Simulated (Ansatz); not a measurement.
## BrClH2Si, SMILES Cl[SiH2]Br: an active-space calculation, step by step

Computed with the Ansatz DFT code, driven from Python.

The script reads `brclh2si.xyz`:
```text
5

Cl   -0.90320   -0.53980    1.67080
Si    0.12740   -0.07440   -0.02600
Br   -1.02810    1.34860   -1.30390
H     0.43110   -1.33250   -0.76170
H     1.42270    0.52440    0.37950
```

At the Python prompt:
```pycon
>>> import ansatz as az
>>> BASIS = "def2-SVP"
>>> system = az.Crystal.molecule_from_extxyz("brclh2si.xyz")
>>> model = (
...     system.calculation()
...     .basis(gaussian=BASIS)
...     .correlation(active_electrons=2, active_orbitals=2)
... )
>>> for method in ["sc_nevpt2"]:
...     r = (model if method is None else model.correlation(method)).run(threads=1, backend="cpu").report
...     space = r["configurations"]
...     state = space["states"][0]
...     print(method or "casscf", f"total {r['free_energy_ev'] / 27.211386246:.6f} Ha, active-space state {state['energy']['hartree']:.6f} Ha, mean field {r['reference_energy_ev'] / 27.211386246:.6f} Ha")
...     print("  determinants", state["n_determinants"], " natural occupations", [round(n, 3) for n in space["natural_occupations"]])
...
RunWarning: the results are in doubt because another end's mean lies 0.095 eV lower, and its corrected mean 0.067 eV higher
sc_nevpt2 total -3322.014587 Ha, active-space state -3321.565417 Ha, mean field -3321.555168 Ha
  determinants 4  natural occupations [1.981, 0.019]
```

Total energies depend on the basis set; only differences at equal settings carry meaning. Warnings are shown shortened and without file and line. The geometry is a force-field or estimated start, not a minimum of this method, and the basis set is short of its limit. The active space starts as a window about the frontier orbitals and is then optimised, not chosen by chemistry. A lower CASSCF solution was found and passed over, so the printed active-space state isn't the lowest. Timing: 12 s on 1 thread of Arm Neoverse V2, on a shared host, peak memory 0.26 GiB.

(Lines on the test bed's own set-up are left out of the output.)
